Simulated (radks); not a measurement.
**The Coulomb parameter U of the 5d shell of Hg²⁺**

Aim: U as the second difference [E(n + 1) + E(n − 1) − 2E(n)]/1², with all orbitals relaxed. Bare: the atom's charge changes with n. Screened: the 6p shell takes up the change. The start is a model configuration, not necessarily the ground state.

Program: radks (a radial shooting solver on a logarithmic mesh, Libxc functionals) version 1. Level of theory: scalar-relativistic Kohn-Sham, r2SCAN, spin-unpolarised, spherical densities, finite nucleus. These are calculated values, not measurements, unless marked.

## (1) The atom as given

* element: mercury (Z = 80)
* charge: +2
* electrons: 78
* configuration: [Xe] 4f14 5d9 6p1
* nuclear rms radius: 5.4648 fm

Outer shells as boxes (Hund's rule):

Hg²⁺
```
[Xe] core
4f [↑↓][↑↓][↑↓][↑↓][↑↓][↑↓][↑↓]
5d [↑↓][↑↓][↑↓][↑↓][↑ ]
6p [↑ ][  ][  ]
```

## (2) Start: [Xe] 4f14 5d9 6p1

The run's settings:

```text
Z 80
configuration [Xe] 4f14 5d9 6p1
relativity scalar-relativistic
functional r2scan,r2scan
spin unpolarised
nucleus finite rms 5.4648 fm
c 137.035999084
```

## (3) Bare +1: [Xe] 4f14 5d10 6p1

Settings, as their differences from step 2:

```diff
@@ -1,3 +1,3 @@
 Z 80
-configuration [Xe] 4f14 5d9 6p1
+configuration [Xe] 4f14 5d10 6p1
 relativity scalar-relativistic
```

## (4) Bare -1: [Xe] 4f14 5d8 6p1

Settings, as their differences from step 3:

```diff
@@ -1,3 +1,3 @@
 Z 80
-configuration [Xe] 4f14 5d10 6p1
+configuration [Xe] 4f14 5d8 6p1
 relativity scalar-relativistic
```

## (5) Screened +1: [Xe] 4f14 5d10

Settings, as their differences from step 4:

```diff
@@ -1,3 +1,3 @@
 Z 80
-configuration [Xe] 4f14 5d8 6p1
+configuration [Xe] 4f14 5d10
 relativity scalar-relativistic
```

## (6) Screened -1: [Xe] 4f14 5d8 6p2

Settings, as their differences from step 5:

```diff
@@ -1,3 +1,3 @@
 Z 80
-configuration [Xe] 4f14 5d10
+configuration [Xe] 4f14 5d8 6p2
 relativity scalar-relativistic
```

What does the calculation give?

**Answer**, as computed:

| quantity | value (eV) |
| --- | --- |
| U, bare | 13.231 |
| U, screened by 6p | 2.497 |
| F0(5d,5d), frozen orbitals | 17.650 |

Relaxing the orbitals brings U down to 75 % of the Slater integral F0. Letting 6p compensate leaves 19 % of the bare value; this second difference measures U(5d,5d) + U(6p,6p) − 2U(5d,6p). A solid screens further than the bare atom, so the bare value is an upper guide for the U of a crystal.
